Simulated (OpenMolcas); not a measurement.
# Os³⁺ among point charges: CASSCF and CASPT2 levels and susceptibility

Aim: the splitting of the states of Os³⁺ in the field of 5 point charges, its lowest levels with spin-orbit coupling and its magnetic susceptibility.

The numbers are computed with OpenMolcas 26.06 (state-averaged CASSCF and CASPT2, spin-orbit coupling by RASSI with atomic mean-field integrals), except any that are marked as measured or tabulated.

## (1) The atom as given

- Species: Os³⁺ (osmium, Z = 76, 73 electrons)
- Basis: ANO-RCC-VDZP [7s6p4d2f1g], 68 functions
- Scalar Hamiltonian: DKH2, point nucleus
- Inactive shells: 1s 2s 2p 3s 3p 3d 4s 4p 4d 4f 5s 5p
- Active space: 5 electrons in 5 orbitals (5d)
- Some configurations of this space: 5d⁵
- Orbitals: optimised for each spin and parity, averaged over all roots

The outer shells:

5d5
```
5d [↑ ][↑ ][↑ ][↑ ][↑ ]
```

The ion sits among 5 point charges of -2 e arranged as a trigonal bipyramid (D3h), 1.92 Å from the ion, with the axial distance 1.901 Å.

The work runs as a chain of OpenMolcas steps in one folder; each step below is one input file. Labels, J, g values, rates, χT and fits are worked out afterwards by a script from the matrices that RASSI stores.

## (2) Basis and integrals

Input file a.inp:

```
&GATEWAY
Coord
1

Os 0.0 0.0 0.0
Basis=ANO-RCC-VDZP
Group=NoSym
NoMove
AngMom=0.0 0.0 0.0
AMFI
XField
5 Angstrom 0
1.920000 0.000000 0.000000 -2.000000
-0.960000 1.662769 0.000000 -2.000000
-0.960000 -1.662769 0.000000 -2.000000
0.000000 0.000000 1.900800 -2.000000
0.000000 0.000000 -1.900800 -2.000000
&SEWARD
```

Started as:

```
> OMP_NUM_THREADS=1 MOLCAS_MEM=1689 MOLCAS_PROJECT=a pymolcas a.inp > a.log
```

## (3) CASSCF: sextets, 1 root

Input file a.inp:

```
&RASSCF
FileOrb=start.orb
Symmetry=1
Spin=6
nActEl=5 0 0
Inactive=34
Ras2=5
CIRoot=1 1 1
SDav=1
CIMx=300
Iter=120 100
PrWF=0.3
OrbListing=Nothing
MaxOrb=0
>>> COPY $Project.JobIph JOB001
```

start.orb holds the contracted functions of the basis, ordered by shell, or the orbitals of the step before.

## (4) CASSCF: quartets, 24 roots

Input file a.inp:

```
&RASSCF
FileOrb=start.orb
Symmetry=1
Spin=4
nActEl=5 0 0
Inactive=34
Ras2=5
CIRoot=24 24 1
SDav=24
CIMx=300
Iter=120 100
PrWF=0.3
OrbListing=Nothing
MaxOrb=0
>>> COPY $Project.JobIph JOB002
```

## (5) CASSCF: doublets, 75 roots

Input file a.inp:

```
&RASSCF
FileOrb=start.orb
Symmetry=1
Spin=2
nActEl=5 0 0
Inactive=34
Ras2=5
CIRoot=75 75 1
SDav=75
CIMx=300
Iter=120 100
PrWF=0.3
OrbListing=Nothing
MaxOrb=0
>>> COPY $Project.JobIph JOB003
```

## (6) RASSI: spin-orbit coupling between the states

Input file a.inp:

```
&RASSI
NrOfJobIphs=3 1 24 75
1
1 2 3 4 5 6 7 8 9 10 11 12 13 14 15 16 17 18 19 20 21 22 23 24
1 2 3 4 5 6 7 8 9 10 11 12 13 14 15 16 17 18 19 20 21 22 23 24 25 26 27
28 29 30 31 32 33 34 35 36 37 38 39 40 41 42 43 44 45 46 47 48 49 50 51
52 53 54 55 56 57 58 59 60 61 62 63 64 65 66 67 68 69 70 71 72 73 74 75
IphNames
JOB001
JOB002
JOB003
EJob
SpinOrbit
DIPRint=1.0
SOCoupling=1000.0
Subsets=2
Property=9
'ANGMOM' 1 'ANGMOM' 2 'ANGMOM' 3 'MLTPL  1' 1 'MLTPL  1' 2 'MLTPL  1' 3
'AMFI' 1 'AMFI' 2 'AMFI' 3
SOProperty=3
'ANGMOM' 1 'ANGMOM' 2 'ANGMOM' 3
```

## (7) CASPT2: IPEA 0.25, imaginary shift 0.1 (closed shells correlated: 4f 5s 5p)

Input file a.inp:

```
>>> COPY JOB001 $Project.JobIph
&CASPT2
Multistate=1 1
Frozen=23
IPEA=0.25
Imaginary=0.1
MaxIter=60
WThr=0.0 0.3 0.05
PrWF=0.5
NoMix
>>> COPY JOB002 $Project.JobIph
&CASPT2
Multistate=24 1 2 3 4 5 6 7 8 9 10 11 12 13 14 15 16 17 18 19 20 21 22
23 24
NoMult
Frozen=23
IPEA=0.25
Imaginary=0.1
MaxIter=60
WThr=0.0 0.3 0.05
PrWF=0.5
NoMix
>>> COPY JOB003 $Project.JobIph
&CASPT2
Multistate=75 1 2 3 4 5 6 7 8 9 10 11 12 13 14 15 16 17 18 19 20 21 22
23 24 25 26 27 28 29 30 31 32 33 34 35 36 37 38 39 40 41 42 43 44 45 46
47 48 49 50 51 52 53 54 55 56 57 58 59 60 61 62 63 64 65 66 67 68 69 70
71 72 73 74 75
NoMult
Frozen=23
IPEA=0.25
Imaginary=0.1
MaxIter=60
WThr=0.0 0.3 0.05
PrWF=0.5
NoMix
```

(Steps that only read results are left out.)

What does the calculation give? Wanted: spin-free ground state; lowest level; next level.

As calculated:

```
                 quantity                                                                           value
                   method  SS-CASPT2, IPEA 0.25, imaginary shift 0.1 (closed shells correlated: 4f 5s 5p)
   spin-free ground state                                                 6A1, 1-fold in its orbital part
             lowest level                                                    2-fold, g = 0.00, 0.00, 9.37
               next level                                                                      576.8 cm⁻¹
              χT at 300 K                                                                  3.43 cm³ K/mol
effective moment at 300 K                                                                         5.24 μB
```

Cost by method:

| method | time of its own steps | time with the reference |
| --- | --- | --- |
| A. CASSCF | 38 s | 38 s |
| B. SS-CASPT2, IPEA 0.25, imaginary shift 0.1, +4f 5s 5p | 39 s | 77 s |

Times are of one thread on a shared host.

What this shows: The spin-free ground state (6A1) comes to 100 % from free-ion S terms and keeps the highest spin of the shell. χT at 300 K is 3.43, against 4.39 cm³ K/mol for the spin alone, so spin-orbit coupling lowers it. An active space of the d shell alone favours high spin; real ions in strong fields can be low spin. CASPT2 does not keep the components of a term degenerate, and the means are used. Reference weights range from 0.82 to 0.93, which points to intruder states or a small active space for some roots. The field of point charges can differ much from that of real complexes. With metal d orbitals alone active, the gaps between spin states are rough; where two lie within a few thousand cm-1, their order is open. This is an electrostatic model: the charges have no orbitals.
